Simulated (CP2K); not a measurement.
# TiH5 in CP2K: work function with PBE

Aim: the work function of TiH5 with PBE.

Program: CP2K 2026.2. These are calculated values, not measurements. Logs are shortened: lines on timing, memory, paths and dates and some standing lists are left out, and cuts for length are marked.

### Step 1. The structure

The cell holds a sheet with vacuum, 6 atoms: a = 3.058 Å, b = 3.058 Å, c = 30.887 Å, α = 90.00°, β = 90.00°, γ = 120.00°.

The cell was built by a generator and needn't be a form met in nature.

### Step 2. Work function, PBE

The input, tih5_workfunction.inp:

```
&GLOBAL
  PROJECT tih5_workfunction
  RUN_TYPE ENERGY_FORCE
  PRINT_LEVEL LOW
&END GLOBAL
&FORCE_EVAL
  METHOD QS
  &DFT
    BASIS_SET_FILE_NAME BASIS_MOLOPT_UZH
    POTENTIAL_FILE_NAME POTENTIAL_UZH
    &MGRID
      CUTOFF 550
      REL_CUTOFF 60
      NGRIDS 5
    &END MGRID
    &QS
      METHOD GPW
      EPS_DEFAULT 1.0E-10
    &END QS
    &KPOINTS
      SCHEME MONKHORST-PACK 10 10 1
      GAMMA_CENTERED T
      SYMMETRY T
      SYMMETRY_BACKEND SPGLIB
    &END KPOINTS
    &SCF
      SCF_GUESS ATOMIC
      EPS_SCF 1.0E-6
      MAX_SCF 100
      ADDED_MOS 21
      CHOLESKY OFF
      EPS_EIGVAL 1.0E-7
      &DIAGONALIZATION ON
        ALGORITHM STANDARD
      &END DIAGONALIZATION
      &MIXING ON
        METHOD BROYDEN_MIXING
        ALPHA 0.2
        BETA 1.5
        NBUFFER 8
      &END MIXING
      &SMEAR ON
        METHOD FERMI_DIRAC
        ELECTRONIC_TEMPERATURE [K] 580.226
      &END SMEAR
    &END SCF
    &XC
      &XC_FUNCTIONAL
        &GGA_X_PBE
        &END GGA_X_PBE
        &GGA_C_PBE
        &END GGA_C_PBE
      &END XC_FUNCTIONAL
    &END XC
    &PRINT
      &KPOINTS ON
      &END KPOINTS
      &MULLIKEN ON
      &END MULLIKEN
      &MO ON
        ENERGIES T
        OCCUPATION_NUMBERS T
        &EACH
          QS_SCF 0
        &END EACH
        ADD_LAST NUMERIC
      &END MO
      &LOWDIN ON
      &END LOWDIN
      &HIRSHFELD ON
        SHAPE_FUNCTION DENSITY
      &END HIRSHFELD
      &E_DENSITY_CUBE ON
        STRIDE 2
      &END E_DENSITY_CUBE
      &V_HARTREE_CUBE ON
        STRIDE 2
      &END V_HARTREE_CUBE
      &ELF_CUBE ON
        STRIDE 2
      &END ELF_CUBE
    &END PRINT
  &END DFT
  &SUBSYS
    &CELL
      A 3.0575400000 0.0000000000 0.0000000000
      B -1.5287700000 2.6479000000 0.0000000000
      C 0.0000000000 0.0000000000 30.8867600000
      PERIODIC XYZ
    &END CELL
    &COORD
      Ti  1.5287852877 0.8826245070 8.5000363520
      H   -0.0000152877 1.7652754930 9.5764399380
      H   -0.0000152877 1.7652754930 7.4236327660
      H   1.5287852877 0.8826245070 6.7271363280
      H   1.5287852877 0.8826245070 10.2729363760
      H   0.0000000000 0.0000000000 8.5000363520
    &END COORD
    &KIND Ti
      BASIS_SET TZVP-MOLOPT-PBE-GTH-q12
      POTENTIAL GTH-PBE-q12
    &END KIND
    &KIND H
      BASIS_SET TZVP-MOLOPT-PBE-GTH-q1
      POTENTIAL GTH-PBE-q1
    &END KIND
    &PRINT
      &ATOMIC_COORDINATES ON
      &END ATOMIC_COORDINATES
      &CELL ON
      &END CELL
      &SYMMETRY ON
      &END SYMMETRY
    &END PRINT
  &END SUBSYS
  &PRINT
    &FORCES ON
    &END FORCES
  &END PRINT
&END FORCE_EVAL
```

Potentials or basis: POTENTIAL_UZH Ti GTH-PBE-q12, H GTH-PBE-q1; TZVP-MOLOPT-PBE-GTH basis.

Command:

```console
OMP_NUM_THREADS=1 mpirun -n 2 cp2k.psmp -i tih5_workfunction.inp -o tih5_workfunction.out
```

tih5_workfunction.out:

```text

 CP2K| version string:                                       CP2K version 2026.2
 CP2K| Input file name                                     tih5_workfunction.inp

 GLOBAL| Force Environment number                                              1
 GLOBAL| Basis set file name                                    BASIS_MOLOPT_UZH
 GLOBAL| Potential file name                                       POTENTIAL_UZH
 GLOBAL| MM Potential file name                                     MM_POTENTIAL
 GLOBAL| Coordinate file name                                      __STD_INPUT__
 GLOBAL| Method name                                                        CP2K
 GLOBAL| Project name                                          tih5_workfunction
 GLOBAL| Run type                                                   ENERGY_FORCE
 GLOBAL| FFT library                                                       FFTW3
 GLOBAL| Diagonalization library                                       ScaLAPACK
 GLOBAL| Cholesky decomposition library                                ScaLAPACK
 GLOBAL| DGEMM library                                                      BLAS
 GLOBAL| Direct generalized diagonalization requested                          F
 GLOBAL| Matrix multiplication library                                 ScaLAPACK
 GLOBAL| Global print level                                                  LOW
 GLOBAL| Total number of message passing processes                             2
 GLOBAL| Number of threads for this process                                    1
 GLOBAL| CPU model name                                                  UNKNOWN

 CELL| Volume [angstrom^3]:                                           250.061067
 CELL| Vector a [angstrom]:       3.058     0.000     0.000   |a| =     3.057540
 CELL| Vector b [angstrom]:      -1.529     2.648     0.000   |b| =     3.057534
 CELL| Vector c [angstrom]:       0.000     0.000    30.887   |c| =    30.886760
 CELL| Angle (b,c), alpha [degree]:                                    90.000000
 CELL| Angle (a,c), beta  [degree]:                                    90.000000
 CELL| Angle (a,b), gamma [degree]:                                   120.000069
 CELL| Numerically orthorhombic:                                              NO
 CELL| Periodicity                                                           XYZ

 CELL_REF| Volume [angstrom^3]:                                       250.061067
 CELL_REF| Vector a [angstrom     3.058     0.000     0.000   |a| =     3.057540
 CELL_REF| Vector b [angstrom    -1.529     2.648     0.000   |b| =     3.057534
 CELL_REF| Vector c [angstrom     0.000     0.000    30.887   |c| =    30.886760
 CELL_REF| Angle (b,c), alpha [degree]:                                90.000000
 CELL_REF| Angle (a,c), beta  [degree]:                                90.000000
 CELL_REF| Angle (a,b), gamma [degree]:                               120.000069
 CELL_REF| Numerically orthorhombic:                                          NO
 CELL_REF| Periodicity                                                       XYZ
[... 9 lines left out ...]
 TOTAL NUMBERS AND MAXIMUM NUMBERS

  Total number of            - Atomic kinds:                                   2
                             - Atoms:                                          6
                             - Shell sets:                                     6
                             - Shells:                                        31
                             - Primitive Cartesian functions:                 31
                             - Cartesian basis functions:                     71
                             - Spherical basis functions:                     65

  Maximum angular momentum of- Orbital basis functions:                        3
                             - Local part of the GTH pseudopotential:          2
                             - Non-local part of the GTH pseudopotential:      3

 MODULE QUICKSTEP: ATOMIC COORDINATES IN ANGSTROM

   Atom Kind Element         X             Y             Z       Z(eff)     Mass
      1    1 Ti   22      1.528785      0.882625      8.500036  12.0000  47.8670
      2    2 H     1     -0.000015      1.765275      9.576440   1.0000   1.0079
      3    2 H     1     -0.000015      1.765275      7.423633   1.0000   1.0079
      4    2 H     1      1.528785      0.882625      6.727136   1.0000   1.0079
      5    2 H     1      1.528785      0.882625     10.272936   1.0000   1.0079
      6    2 H     1      0.000000      0.000000      8.500036   1.0000   1.0079

 Crystal Symmetry Information
       International Symbol:                                                Amm2
       Point Group Symbol:                                                   mm2
       Schoenflies Symbol:                                                C2v^14
       Number of Symmetry Operations:                                          4

 SCF PARAMETERS         Density guess:                                    ATOMIC
[... 82 lines left out ...]
 Number of occupied orbitals:                                                  9
 Number of molecular orbitals:                                                30

 Number of orbital functions:                                                 65
 Number of independent orbital functions:                                     65

 SCF WAVEFUNCTION OPTIMIZATION

  Step     Update method      Time    Convergence         Total energy    Change
  ------------------------------------------------------------------------------
     1 NoMix/Diag. 0.20E+00    1.4     1.01260410       -61.2000211947 -6.12E+01
     2 Broy./Diag. 0.20E+00    1.8     0.06928090       -61.8985317928 -6.99E-01
     3 Broy./Diag. 0.20E+00    1.8     0.20957421       -61.3501842097  5.48E-01
     4 Broy./Diag. 0.20E+00    1.8     0.06727786       -60.3534325483  9.97E-01
     5 Broy./Diag. 0.20E+00    1.8     0.08616389       -60.8741651973 -5.21E-01
     6 Broy./Diag. 0.20E+00    1.8     0.01909989       -60.7588914454  1.15E-01
     7 Broy./Diag. 0.20E+00    1.8     0.00780066       -60.8876060008 -1.29E-01
     8 Broy./Diag. 0.20E+00    1.8     0.00700049       -60.8688010636  1.88E-02
     9 Broy./Diag. 0.20E+00    1.8     0.00925950       -60.8827446806 -1.39E-02
    10 Broy./Diag. 0.20E+00    1.8     0.01101025       -60.8998790358 -1.71E-02
    11 Broy./Diag. 0.20E+00    1.9     0.00193072       -60.9238431153 -2.40E-02
[... 13 lines left out ...]
    25 Broy./Diag. 0.20E+00    1.8     0.00002375       -60.9298029543 -8.17E-05
    26 Broy./Diag. 0.20E+00    1.8     0.00004784       -60.9297981637  4.79E-06
    27 Broy./Diag. 0.20E+00    1.8     0.00000983       -60.9297607152  3.74E-05
    28 Broy./Diag. 0.20E+00    1.8     0.00001783       -60.9297338041  2.69E-05
    29 Broy./Diag. 0.20E+00    1.8     0.00000304       -60.9297377098 -3.91E-06
    30 Broy./Diag. 0.20E+00    1.8     0.00000882       -60.9297434904 -5.78E-06
    31 Broy./Diag. 0.20E+00    1.8     0.00000584       -60.9297457089 -2.22E-06
    32 Broy./Diag. 0.20E+00    1.8     0.00000629       -60.9297682264 -2.25E-05
    33 Broy./Diag. 0.20E+00    1.8     0.00000628       -60.9297710060 -2.78E-06
    34 Broy./Diag. 0.20E+00    1.8     0.00000074       -60.9297571990  1.38E-05

  *** SCF run converged in    34 steps ***

  Electronic density on regular grids:        -16.9999999989        0.0000000011
  Core density on regular grids:               16.9999999992       -0.0000000008
  Total charge density on r-space grids:        0.0000000003
  Total charge density g-space grids:           0.0000000003

  Overlap energy of the core charge distribution:               0.00000000000015
  Self energy of the core charge distribution:               -113.65761360505473
  Core Hamiltonian energy:                                     29.36537320288223
  Hartree energy:                                              32.37240096930441
  Exchange-correlation energy:                                 -9.00952491116377
  Electronic entropic energy:                                  -0.00039285517247
  Fermi energy:                                                -0.16965678306417

  Total energy:                                               -60.92975719903172
  Total energy (extrapolated to T->0):                        -60.92956077144548

 MO| EIGENVALUES AND OCCUPATION NUMBERS FOR K POINT 1
 MO|
 MO|  Index      Eigenvalue [a.u.]        Eigenvalue [eV]             Occupation
 MO|      1              -2.256740             -61.409017               2.000000
 MO|      2              -1.394670             -37.950910               2.000000
 MO|      3              -1.388170             -37.774029               2.000000
 MO|      4              -1.380672             -37.569994               2.000000
 MO|      5              -0.354475              -9.645753               2.000000
 MO|      6              -0.336557              -9.158180               2.000000
[... 490 lines left out ...]
 MO|     29               0.977125              26.588934               0.000000
 MO|     30               1.083496              29.483414               0.000000
 MO| Sum:                                                              17.061593
 MO| E(Fermi):           -0.169657 a.u.         -4.616596 eV

 [... the levels of further k-points ...]

 The electron density is written in Cube    file format to the file:

 tih5_workfunction-ELECTRON_DENSITY-1_0.cube

 !-----------------------------------------------------------------------------!
                     Mulliken Population Analysis

 #  Atom  Element  Kind  Atomic population                           Net charge
       1     Ti       1         11.992871                              0.007129
       2     H        2          0.983061                              0.016939
       3     H        2          0.983061                              0.016939
       4     H        2          0.944599                              0.055401
       5     H        2          0.944601                              0.055399
       6     H        2          1.151807                             -0.151807
 # Total charge                             17.000000                 -0.000000

 !-----------------------------------------------------------------------------!

 !-----------------------------------------------------------------------------!
                           Hirshfeld Charges

  #Atom  Element  Kind  Ref Charge     Population                    Net charge
      1       Ti     1      12.000         11.761                         0.239
      2       H      2       1.000          1.021                        -0.021
      3       H      2       1.000          1.021                        -0.021
      4       H      2       1.000          1.038                        -0.038
      5       H      2       1.000          1.038                        -0.038
      6       H      2       1.000          1.121                        -0.121

  Total Charge                                                           -0.000
 !-----------------------------------------------------------------------------!

 LOWDIN POPULATION ANALYSIS

 #  Atom  Element  Kind  Atomic population                           Net charge
       1     Ti       1         12.218741                             -0.218741
       2     H        2          0.918308                              0.081692
       3     H        2          0.918309                              0.081691
       4     H        2          0.936099                              0.063901
       5     H        2          0.936099                              0.063901
       6     H        2          1.072444                             -0.072444
 # Total charge                             17.000000                 -0.000000

               ----- ELF is computed on the real space grid -----

 ELF is written in Cube    file format to the file:

 tih5_workfunction-ELF_S1-1_0.cube

 ENERGY| Total FORCE_EVAL ( QS ) energy [hartree]            -60.929759519652542

 FORCES| Atomic forces [hartree/bohr]
 FORCES|   Atom     x               y               z               |f|
 FORCES|      1 -4.85634067E-06  2.23015405E-06 -6.04406924E-05   6.06764776E-05
 FORCES|      2  5.15333769E-07 -2.59438783E-07 -2.93238070E-04   2.93238638E-04
 FORCES|      3  5.15357843E-07 -2.59421197E-07  2.93558255E-04   2.93558822E-04
 FORCES|      4  6.90886178E-07 -3.52279287E-07 -3.27960233E-04   3.27961150E-04
 FORCES|      5  6.90900054E-07 -3.52311492E-07  3.29597521E-04   3.29598433E-04
 FORCES|      6  2.45358541E-06 -1.01233755E-06  1.94515273E-07   2.66134268E-06
 FORCES| Sum     9.72258286E-09 -5.63425523E-09 -5.82887045E-05
 FORCES| Total atomic force                                       5.82887055E-05
```

It took 69 s on 2 MPI ranks of Arm Neoverse N1, shared host.

Results:

| Item | Value |
| --- | --- |
| Free energy | -1657.9831 eV |
| Largest force | 0.017 eV/Å |
| Band gap on the k mesh | none (metal or under the smearing width) |
| Mulliken charges | Ti +0.01; H +0.02, +0.06, -0.15 e |
| Hirshfeld charges | Ti +0.24; H -0.02, -0.04, -0.12 e |
| Work function | 6.21 eV |
| Work function of the upper face | 6.21 eV |
| Work function of the lower face | 6.21 eV |

Forces in eV/Å, atoms in the order of the input:
```
Ti   0.000  0.000 -0.003
H    0.000  0.000 -0.015
H    0.000  0.000  0.015
H    0.000  0.000 -0.017
H    0.000  0.000  0.017
H    0.000  0.000  0.000
```

Caveat: Mulliken charges move with the basis; the basis of atomic orbitals isn't converged, which shifts pressures, moduli and gaps.
